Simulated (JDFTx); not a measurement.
# Ge (Fmmm) in JDFTx: reference runs

How does Ge come out in PBEsol? The cell is run as given.

Everything below comes from runs of JDFTx 1.7.0 (patched build). Logs are shortened: lines on timing, memory, paths and dates and some standing lists are left out, and cuts for length are marked. The log counts tension as positive stress, the text compression.

### Step 1. Starting point

Symmetry: Fmmm, No. 69, orthorhombic system. The conventional cell has a = 5.261 Å, b = 5.771 Å, c = 10.231 Å, α = 90.00°, β = 90.00°, γ = 90.00°. Ge (site symmetry m2m) is surrounded by 5 Ge at 2.61 to 2.73 Å. Ge (site symmetry mm2) is surrounded by 6 Ge at 2.71 to 2.96 Å.

This isn't the form of Ge at room conditions, which is diamond.

### Step 2. Single point, PBEsol

The input, Ge.in:

```
lattice \
    0.0000000000     4.9709189016     4.9709189016 \
    5.4532582669     0.0000000000     5.4532582669 \
    9.6672057953     9.6672057953     0.0000000000
coords-type Lattice
ion Ge     0.7264900000     0.2735100000     0.7264900000 1
ion Ge     0.2735100000     0.7264900000     0.2735100000 1
ion Ge     0.2181330000     0.2181330000     0.7818670000 1
ion Ge     0.7818670000     0.7818670000     0.2181330000 1

ion-species pseudo/Ge.upf
elec-cutoff 39 312
elec-ex-corr gga-PBEsol
kpoint-folding 7 7 7
elec-smearing Fermi 0.0018374661
elec-n-bands 37
electronic-SCF nIterations 100 energyDiffThreshold 1e-09
electronic-minimize nIterations 30 energyDiffThreshold 1e-7
converge-empty-states yes
forces-output-coords Cartesian

dump-name run.$VAR
dump End Ecomponents EigStats BandEigs Kpoints Forces Stress ElecDensity Dtot KEdensity
```

Potentials or basis: PseudoDojo-SR-PBEsol-0.4.1-standard with smoothed tails.

Launch:

```console
jdftx -c 1 -i Ge.in -o Ge.out
```

The program printed:

```text
*************** JDFTx 1.7.0 (patched build) ***************

Input parsed successfully to the following command list (including defaults):
[... the input with its defaults ...]

---------- Setting up symmetries ----------

Non-trivial transmission matrix:
[   1   0   0  ]
[  -1   1   0  ]
[   0   0   1  ]
with reduced lattice vectors:
[     -4.970919      4.970919      4.970919  ]
[      5.453258      0.000000      5.453258  ]
[      0.000000      9.667206      0.000000  ]

Found 8 point-group symmetries of the bravais lattice
Found 8 space-group symmetries with basis
Applied RMS atom displacement 1.8973e-16 bohrs to make symmetries exact.

---------- Initializing the Grid ----------
R =
[            0      4.97092      4.97092  ]
[      5.45326            0      5.45326  ]
[      9.66721      9.66721            0  ]
unit cell volume = 524.112
G =
[  -0.631994   0.576095   0.324974  ]
[   0.631994  -0.576095   0.324974  ]
[   0.631994   0.576095  -0.324974  ]
Minimum fftbox size, Smin = [  92  88  60  ]
Chosen fftbox size, S = [  96  96  96  ]

---------- Initializing tighter grid for wavefunction operations ----------
R =
[            0      4.97092      4.97092  ]
[      5.45326            0      5.45326  ]
[      9.66721      9.66721            0  ]
unit cell volume = 524.112
G =
[  -0.631994   0.576095   0.324974  ]
[   0.631994  -0.576095   0.324974  ]
[   0.631994   0.576095  -0.324974  ]
Minimum fftbox size, Smin = [  64  64  44  ]
Chosen fftbox size, S = [  64  64  64  ]

---------- Exchange Correlation functional ----------
Initalized PBEsol GGA exchange.
Initalized PBEsol GGA correlation.

---------- Setting up pseudopotentials ----------
Width of ionic core gaussian charges (only for fluid interactions / plotting) set to 0

Reading pseudopotential file 'pseudo/Ge.upf':
  'Ge' pseudopotential, 'PBESOL' functional
  Generated using ONCVPSP code by D. R. Hamann
  14 valence electrons, 3 orbitals, 6 projectors, 1001 radial grid points, with lMax = 2
    3D    l: 2   occupation: 10.0   eigenvalue: -1.077211
    4S    l: 0   occupation:  2.0   eigenvalue: -0.431575
    4P    l: 1   occupation:  2.0   eigenvalue: -0.143216
  Core radius for overlap checks: 1.83 bohrs.

Initialized 1 species with 4 total atoms.

Folded 1 k-points by 7x7x7 to 343 k-points.

---------- Setting up k-points, bands, fillings ----------
Reduced to 64 k-points under symmetry.
Computing the number of bands and number of electrons
Calculating initial fillings.
nElectrons:  56.000000   nBands: 37   nStates: 64

----- Setting up reduced wavefunction bases (one per k-point) -----
average nbasis = 6097.006 , ideal nbasis = 6096.978

---------- Setting up ewald sum ----------
Optimum gaussian width for ewald sums = 2.573801 bohr.
Real space sum over 1331 unit cells with max indices [  5  5  5  ]
Reciprocal space sum over 3757 terms with max indices [  8  8  6  ]

---------- Allocating electronic variables ----------
Initializing wave functions:  linear combination of atomic orbitals
Note: number of bands (37) exceeds available atomic orbitals (36)
Ge pseudo-atom occupations:   s ( 2 )  p ( 2 )  d ( 10 )
	FillingsUpdate:  mu: +0.438045993  nElectrons: 56.000000
LCAOMinimize: Iter:   0  F: -319.6626205853969509  |grad|_K:  4.957e-05  alpha:  1.000e+00
	FillingsUpdate:  mu: +0.438189138  nElectrons: 56.000000
LCAOMinimize: Iter:   1  F: -319.6626655358587641  |grad|_K:  2.007e-05  alpha:  4.153e-01  linmin: -7.653e-04  cgtest:  9.682e-03
	FillingsUpdate:  mu: +0.438185318  nElectrons: 56.000000
LCAOMinimize: Iter:   2  F: -319.6626772851503233  |grad|_K:  2.313e-06  alpha:  6.634e-01  linmin:  5.977e-04  cgtest: -4.680e-02
	FillingsUpdate:  mu: +0.438189201  nElectrons: 56.000000
LCAOMinimize: Iter:   3  F: -319.6626774478775701  |grad|_K:  3.788e-07  alpha:  6.956e-01  linmin: -4.456e-05  cgtest:  1.065e-02
	FillingsUpdate:  mu: +0.438188820  nElectrons: 56.000000
LCAOMinimize: Iter:   4  F: -319.6626774511740905  |grad|_K:  1.704e-07  alpha:  5.241e-01  linmin:  5.897e-05  cgtest: -1.538e-03
LCAOMinimize: Converged (|Delta F|<1.000000e-06 for 2 iters).

-------- Electronic minimization -----------
Will mix electronic density at each iteration.
	FillingsUpdate:  mu: +0.438188820  nElectrons: 56.000000
	FillingsUpdate:  mu: +0.422115842  nElectrons: 56.000000
SCF: Cycle:  0   F: -319.758682984886832   dF: -9.601e-02   |Residual|: 3.057e-02   |deigs|: 8.004e-02
	FillingsUpdate:  mu: +0.421239903  nElectrons: 56.000000
SCF: Cycle:  1   F: -319.760692420565533   dF: -2.009e-03   |Residual|: 1.653e-02   |deigs|: 4.747e-03
	FillingsUpdate:  mu: +0.420771712  nElectrons: 56.000000
SCF: Cycle:  2   F: -319.760885792931163   dF: -1.934e-04   |Residual|: 4.945e-03   |deigs|: 3.274e-03
	FillingsUpdate:  mu: +0.420814242  nElectrons: 56.000000
SCF: Cycle:  3   F: -319.760898646240207   dF: -1.285e-05   |Residual|: 1.650e-03   |deigs|: 5.362e-04
	FillingsUpdate:  mu: +0.420798291  nElectrons: 56.000000
SCF: Cycle:  4   F: -319.760900986717104   dF: -2.340e-06   |Residual|: 2.756e-04   |deigs|: 1.429e-04
	FillingsUpdate:  mu: +0.420808920  nElectrons: 56.000000
SCF: Cycle:  5   F: -319.760901790662786   dF: -8.039e-07   |Residual|: 1.162e-04   |deigs|: 7.042e-05
	FillingsUpdate:  mu: +0.420814583  nElectrons: 56.000000
SCF: Cycle:  6   F: -319.760902041365625   dF: -2.507e-07   |Residual|: 4.268e-05   |deigs|: 3.289e-05
	FillingsUpdate:  mu: +0.420814413  nElectrons: 56.000000
SCF: Cycle:  7   F: -319.760902153325844   dF: -1.120e-07   |Residual|: 2.396e-05   |deigs|: 3.679e-05
	FillingsUpdate:  mu: +0.420814186  nElectrons: 56.000000
SCF: Cycle:  8   F: -319.760902186427757   dF: -3.310e-08   |Residual|: 6.664e-06   |deigs|: 1.582e-05
	FillingsUpdate:  mu: +0.420814229  nElectrons: 56.000000
SCF: Cycle:  9   F: -319.760902204992078   dF: -1.856e-08   |Residual|: 3.827e-06   |deigs|: 2.420e-05
	FillingsUpdate:  mu: +0.420814187  nElectrons: 56.000000
SCF: Cycle: 10   F: -319.760902209437347   dF: -4.445e-09   |Residual|: 2.143e-06   |deigs|: 1.227e-05
	FillingsUpdate:  mu: +0.420814217  nElectrons: 56.000000
SCF: Cycle: 11   F: -319.760902212875521   dF: -3.438e-09   |Residual|: 8.253e-07   |deigs|: 1.430e-05
	FillingsUpdate:  mu: +0.420814207  nElectrons: 56.000000
SCF: Cycle: 12   F: -319.760902213552583   dF: -6.771e-10   |Residual|: 5.476e-07   |deigs|: 6.555e-06
	FillingsUpdate:  mu: +0.420814200  nElectrons: 56.000000
SCF: Cycle: 13   F: -319.760902214053147   dF: -5.006e-10   |Residual|: 1.633e-07   |deigs|: 1.125e-05
SCF: Converged (|Delta E|<1.000000e-09 for 2 iters).

Setting wave functions to eigenvectors of Hamiltonian
Converging empty states (this may take a while): |deigs|: 1.081e-04

# Stress tensor in Cartesian coordinates [Eh/a0^3]:
[  0.000135477            0            0  ]
[            0  0.000102219            0  ]
[            0            0  0.000116968  ]

# Ionic positions in lattice coordinates:
ion Ge   0.726490000000000   0.273510000000000   0.726490000000000 1
ion Ge   0.273510000000000   0.726490000000000   0.273510000000000 1
ion Ge   0.218133000000000   0.218133000000000   0.781867000000000 1
ion Ge   0.781867000000000   0.781867000000000   0.218133000000000 1

# Forces in Cartesian coordinates:
force Ge  -0.000000000000000  -0.000798633938226   0.000000000000000 1
force Ge   0.000000000000000   0.000798633938226  -0.000000000000000 1
force Ge   0.000000000000000  -0.000000000000000   0.000867131081944 1
force Ge   0.000000000000000  -0.000000000000000  -0.000867131081944 1

# Energy components:
   Eewald =     -220.3538747970697216
       EH =       92.3517027672751567
     Eloc =     -221.5927030545420848
      Enl =     -188.8818796936184015
      Exc =      -86.3310192636712230
 Exc_core =       37.0197950428576945
       KE =      268.0275381291315284
-------------------------------------
     Etot =     -319.7604408696370797
       TS =        0.0004613444160534
-------------------------------------
        F =     -319.7609022140531465

IonicMinimize: Iter:   0  F: -319.760902214053147  |grad|_K:  4.813e-04
IonicMinimize: None of the convergence criteria satisfied after 0 iterations.

#--- Lowdin population analysis ---
# oxidation-state Ge +0.033 +0.033 +0.017 +0.017

Dumping 'run.eigStats' ...
	eMin: -0.487820 at state 0 ( [ +0.000000 +0.000000 +0.000000 ] spin 0 )
	HOMO: +0.418963 at state 27 ( [ +0.142857 +0.142857 -0.142857 ] spin 0 )
	mu  : +0.420814
	LUMO: +0.421027 at state 63 ( [ +0.428571 +0.428571 -0.142857 ] spin 0 )
	eMax: +0.833694 at state 15 ( [ +0.000000 +0.428571 -0.428571 ] spin 0 )
	HOMO-LUMO gap: +0.002064
	Optical gap  : +0.003069 at state 63 ( [ +0.428571 +0.428571 -0.142857 ] spin 0 )
Done!
```

It took 11 min on 1 thread of Intel Xeon Platinum 8488C (Sapphire Rapids), shared host; peak memory 0.82 GiB.

What came out:

```
Free energy            : -8701.1374 eV
Pressure               : -3.5 GPa
Largest force          : 0.045 eV/Å
Band gap on the k mesh : none (metal or under the smearing width)
```

Forces on the atoms (eV/Å):
```
Ge   0.000 -0.041  0.000
Ge   0.000  0.041  0.000
Ge   0.000  0.000  0.045
Ge   0.000  0.000 -0.045
```

Levels at points of the mesh, in eV from the Fermi level:
```tsv
k point	band 24	band 25	band 26	band 27	band 28	band 29	band 30	band 31	band 32	band 33
(0.00, 0.00, 0.00)	-3.76	-2.85	-2.28	-1.93	-1.78	-1.55	2.94	3.70	4.10	6.27
```
